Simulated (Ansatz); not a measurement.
## Cl2GaH, SMILES [Cl][GaH][Cl]: an active-space calculation, step by step

Program: Ansatz 0.2.0 through its Python package.

`cl2gah.xyz`
```text
4

Cl   -2.09080   -0.08860   -0.59270
Ga    0.14120    0.17760   -0.09820
Cl    1.10800   -1.56340    0.84300
H     0.89710    1.41410   -0.17240
```

Interactive session:
```pycon
>>> import ansatz
>>> BASIS_SET = "def2-SVP"
>>> molecule = ansatz.Crystal.molecule_from_extxyz("cl2gah.xyz")
>>> setup = (
...     molecule.calculation()
...     .basis(gaussian=BASIS_SET)
...     .correlation(active_electrons=4, active_orbitals=4)
... )
>>> for method in [None]:
...     data = (setup if method is None else setup.correlation(method)).run(threads=1, pin="off").report
...     space = data["configurations"]
...     state = space["states"][0]
...     print(method or "casscf", f"total {data['free_energy_ev'] / 27.211386246:.6f} Ha, active-space state {state['energy']['hartree']:.6f} Ha, mean field {data['reference_energy_ev'] / 27.211386246:.6f} Ha")
...     print("  determinants", state["n_determinants"], " natural occupations", [round(n, 3) for n in space["natural_occupations"]])
...
casscf total -2842.426413 Ha, active-space state -2842.426413 Ha, mean field -2842.398406 Ha
  determinants 36  natural occupations [1.988, 1.982, 0.017, 0.014]
```

What to keep in mind:
- Total energies depend on the basis set; only differences at equal settings carry meaning.
- The geometry is a force-field or estimated start, not a minimum of this method, and the basis set is short of its limit. The active space starts as a window about the frontier orbitals and is then optimised, not chosen by chemistry.
- Wall time of the script: 18 s on 1 thread of Arm Neoverse V2 (shared host), peak memory 0.25 GiB.
